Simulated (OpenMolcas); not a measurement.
# One shape, several levels: triplet SnCl2

Wanted: a comparison of 6 runs (UHF/3-21G, UBLYP/def2-SVP, UM06-2X/def2-SVP, UPBE/def2-SVP, USVWN5/def2-SVP, ROMP2/def2-SVP) of triplet SnCl2. 

The calculation is run with OpenMolcas 26.06.

### 1 The system as given

SnCl2: 3 atoms, total charge 0, spin state triplet. SMILES of the parent species: `[Cl][Sn][Cl]`. Geometry: relaxed at PBE0-D4/def2-TZVP. That shape belongs to the parent species and isn't relaxed for this state.

Bond lengths: Cl1–Sn2 2.363 Å, Sn2–Cl3 2.363 Å. Angles: Cl1–Sn2–Cl3 98.4°.

### 2 The energy at UHF/3-21G (run 1)

Contents of job.inp:

```
&GATEWAY
BasLib=$CurrDir
Coord
3
bohr
Cl     2.18112189     2.30678868     1.42863295
Sn    -1.50592275     0.98057889    -0.71167086
Cl    -0.69579716    -3.41001079    -0.74190648
Basis=3-21G
Group=NoSym
&SEWARD
&SCF
UHF
Spin=3
Thresholds=1e-10 1e-07 1e-07 1e-05
PrOrbitals=0
```

The basis set 3-21G is read from a file made from the Basis Set Exchange's data (not shown).

Started as:

```
$ export MOLCAS_MEM=1860
$ pymolcas job.inp > job.log
```

The program printed:

```text
--- Start Module: gateway ---
[...]
--- Stop Module: gateway /rc=_RC_ALL_IS_WELL_ ---
--- Start Module: seward ---
[...]
      Basis functions           57
--- Stop Module: seward /rc=_RC_ALL_IS_WELL_ ---
[...]
--- Start Module: scf ---
[...]
       Convergence after  17 Iterations
[...]
::    Total SCF energy                              -6910.9238002476
[...]
      Total spin, S                                     1.0017106458
[...]
      Total electronic charge=   84.000000
      Total            charge=   -0.000000
[...]
      Dipole Moment (debye):
      Origin of the operator (angstrom)=   -0.3585    0.2202   -0.1709
                   X= -4.1624E+00               Y=  2.8363E+00               Z= -1.9530E+00           Total=  5.4023E+00
      Quadrupole Moment (debye*angstrom):
[...]
--- Stop Module: scf /rc=_RC_ALL_IS_WELL_ ---
[...]
```

It took 7.5 s on 1 thread of Intel Xeon at 2.50GHz (Skylake/Cascade Lake), shared host; peak memory 0.39 GiB.

### 3 The energy at UBLYP/def2-SVP (core potential) (run 2)

Contents of geom.xyz:

```xyz
3

Cl     1.154200     1.220700     0.756000
Sn    -0.796900     0.518900    -0.376600
Cl    -0.368200    -1.804500    -0.392600
```

Contents of mol.input:

```
* Cl2Sn Kohn-Sham DFT
&GATEWAY
BasLib
$CurrDir
Coord
geom.xyz
Basis
def2-SVP
Group
NoSym
&SEWARD
GridInput
Grid=UltraFine
End of Grid
&SCF
UHF
Spin
3
KSDFT
BLYP
Thresholds
1e-10 1e-07 1e-07 1e-05
PrOrbitals
1 1
```

The basis set def2-SVP is read from a file made from the Basis Set Exchange's data (not shown).

Started as:

```
$ export MOLCAS_MEM=1860
$ pymolcas mol.input > mol.log
```

The program printed:

```text
--- Start Module: gateway ---
[...]
--- Stop Module: gateway /rc=_RC_ALL_IS_WELL_ ---
--- Start Module: seward ---
[...]
      Basis functions           62
--- Stop Module: seward /rc=_RC_ALL_IS_WELL_ ---
[...]
--- Start Module: scf ---
[...]
       Convergence after  20 Iterations
[...]
::    Total KS-DFT energy                           -1134.3517564425
[...]
      Total spin, S                                     1.0005549845
[...]
      Total electronic charge=   56.000000
      Total            charge=   -0.000000
[...]
      Dipole Moment (debye):
      Origin of the operator (angstrom)=   -0.3585    0.2202   -0.1709
                   X= -1.3990E+00               Y=  9.5334E-01               Z= -6.5640E-01           Total=  1.8157E+00
      Quadrupole Moment (debye*angstrom):
[...]
--- Stop Module: scf /rc=_RC_ALL_IS_WELL_ ---
[...]
```

Wall time 44 s (1 thread of Intel Xeon at 2.50GHz (Skylake/Cascade Lake), shared host); peak memory 0.4 GiB.

### 4 A single-point energy at UM06-2X/def2-SVP (core potential) (run 3)

Contents of test.inp:

```
* Cl2Sn Kohn-Sham DFT

&gateway
 baslib=$CurrDir
 coord
 3
 angstrom
 Cl       1.154200       1.220700       0.756000
 Sn      -0.796900       0.518900      -0.376600
 Cl      -0.368200      -1.804500      -0.392600
 basis=def2-SVP
 group=NoSym

&seward
 gridinput
 Grid=UltraFine
 End of Grid

&scf
 uhf
 spin=3
 ksdft=M062X
 thresholds=1e-10 1e-07 1e-07 1e-05
 prorbitals=1
```

The basis set def2-SVP is read from a file made from the Basis Set Exchange's data (not shown).

Started as:

```
$ export MOLCAS_MEM=1860
$ pymolcas test.inp > test.log
```

The program printed:

```text
--- Start Module: gateway ---
[...]
--- Stop Module: gateway /rc=_RC_ALL_IS_WELL_ ---
--- Start Module: seward ---
[...]
      Basis functions           62
--- Stop Module: seward /rc=_RC_ALL_IS_WELL_ ---
[...]
--- Start Module: scf ---
[...]
       Convergence after  18 Iterations
[...]
::    Total KS-DFT energy                           -1134.3306149328
[...]
      Total spin, S                                     1.0026711631
[...]
      Total electronic charge=   56.000000
      Total            charge=   -0.000000
[...]
      Dipole Moment (debye):
      Origin of the operator (angstrom)=   -0.3585    0.2202   -0.1709
                   X= -2.2901E+00               Y=  1.5605E+00               Z= -1.0745E+00           Total=  2.9723E+00
      Quadrupole Moment (debye*angstrom):
[...]
--- Stop Module: scf /rc=_RC_ALL_IS_WELL_ ---
[...]
```

Run time: 46 s. Hardware: 1 thread of Intel Xeon at 2.50GHz (Skylake/Cascade Lake), shared host; peak memory 0.4 GiB.

Runs 4 to 5 aren't shown in full; the table further down has their settings and results.

### 5 A single-point energy at ROMP2/def2-SVP (core potential) (run 6)

Contents of mol.xyz:

```xyz
3

Cl     1.154200     1.220700     0.756000
Sn    -0.796900     0.518900    -0.376600
Cl    -0.368200    -1.804500    -0.392600
```

Contents of calc.inp:

```
* Cl2Sn ROMP2
>>> EXPORT MOLCAS_PRINT=2

&gateway
 baslib=$CurrDir
 coord=mol.xyz
 basis=def2-SVP
 group=NoSym

&seward

&scf
 uhf
 spin=3
 thresholds=1e-10 1e-07 1e-07 1e-05
 prorbitals=1 2

&rasscf
 fileorb=$Project.UnaOrb
 spin=3
 nactel=2 0 0
 inactive=27
 ras2=2
 outorbitals=Canonical
 orblisting=NoCore

&caspt2
 ipea=0.0
 frozen=14
```

The basis set def2-SVP is read from a file made from the Basis Set Exchange's data (not shown).

Started as:

```
$ export MOLCAS_MEM=1860
$ pymolcas calc.inp > calc.log
```

The program printed:

```text
--- Start Module: gateway ---
[...]
--- Stop Module: gateway /rc=_RC_ALL_IS_WELL_ ---
[...]
      Basis functions           62
[...]
       Convergence after  19 Iterations
[...]
::    Total SCF energy                              -1132.0859960646
[...]
      Total spin, S                                     1.0041373882
[...]
--- Start Module: rasscf ---
[...]
      Number of active orbitals                  2
[...]
      Spin quantum number                      1.0
[...]
      Active orbitals                            2
[...]
      Number of CSFs                             1
[...]
      Number of root(s) required                 1
[...]
      Convergence after 12 iterations
[...]
      printout of CI-coefficients larger than  0.05 for root  1
      energy=   -1132.082632
      conf/sym  11     Coeff  Weight
             1  uu   1.00000 1.00000
      Natural orbitals and occupation numbers for root  1
      sym 1:   1.000000   1.000000
      ************************************************************************************************************************
      *                                                    Final results                                                     *
[...]
::    RASSCF root number  1 Total energy:  -1132.08263216
[...]
      Total electronic charge=   56.000000
      Total            charge=   -0.000000
[...]
      Dipole Moment (debye):
      Origin of the operator (angstrom)=   -0.3585    0.2202   -0.1709
                   X= -2.9587E+00               Y=  2.0162E+00               Z= -1.3882E+00           Total=  3.8401E+00
      Quadrupole Moment (debye*angstrom):
[...]
--- Stop Module: rasscf /rc=_RC_ALL_IS_WELL_ ---
[...]
      E2 (Variational):          -0.3392781501
      Total energy:           -1132.4219103150
[...]
      Reference weight:           0.87776
[...]
::    CASPT2 Root  1     Total energy:  -1132.42191031
[...]
```

Run time: 25 s. Hardware: 1 thread of Intel Xeon at 2.50GHz (Skylake/Cascade Lake), shared host; peak memory 0.4 GiB.

### 6 All runs side by side

| run | level | integration grid | frozen core orbitals | energy (Eh) | dipole moment (D) | HOMO energy (eV) | ⟨S²⟩ | wall time |
| --- | --- | --- | --- | --- | --- | --- | --- | --- |
| 1 | UHF/3-21G | – | – | -6910.923800 | 5.40 | -8.21 | 2.005 | 7.5 s |
| 2 | UBLYP/def2-SVP (core potential) | UltraFine | – | -1134.351756 | 1.82 | -3.65 | 2.002 | 44 s |
| 3 | UM06-2X/def2-SVP (core potential) | UltraFine | – | -1134.330615 | 2.97 | -6.17 | 2.008 | 46 s |
| 4 | UPBE/def2-SVP (core potential) | UltraFine | – | -1134.033640 | 2.03 | -3.99 | 2.002 | 48 s |
| 5 | USVWN5/def2-SVP (core potential) | UltraFine | – | -1131.110733 | 1.80 | -3.99 | 2.001 | 34 s |
| 6 | ROMP2/def2-SVP (core potential) | – | 14 | -1132.421910 | – | – | – | 25 s |

### 7 Outcome

```
           quantity           value
run 6: total energy  -1132.42191 Eh
```

In words: Over runs 1, 2, 3, 4, 5 the dipole moment (its size) runs from 1.80 D (USVWN5/def2-SVP) to 5.40 D (UHF/3-21G). The two ends differ in method and basis and core potential. Totals of different functionals can't be ranked against each other. Some runs of one species differ in core potentials or relativity; totals across that change don't compare. In run 1 relativity is left out where basis or elements ask for it. All runs together took 3.4 min, the longest 48 s.
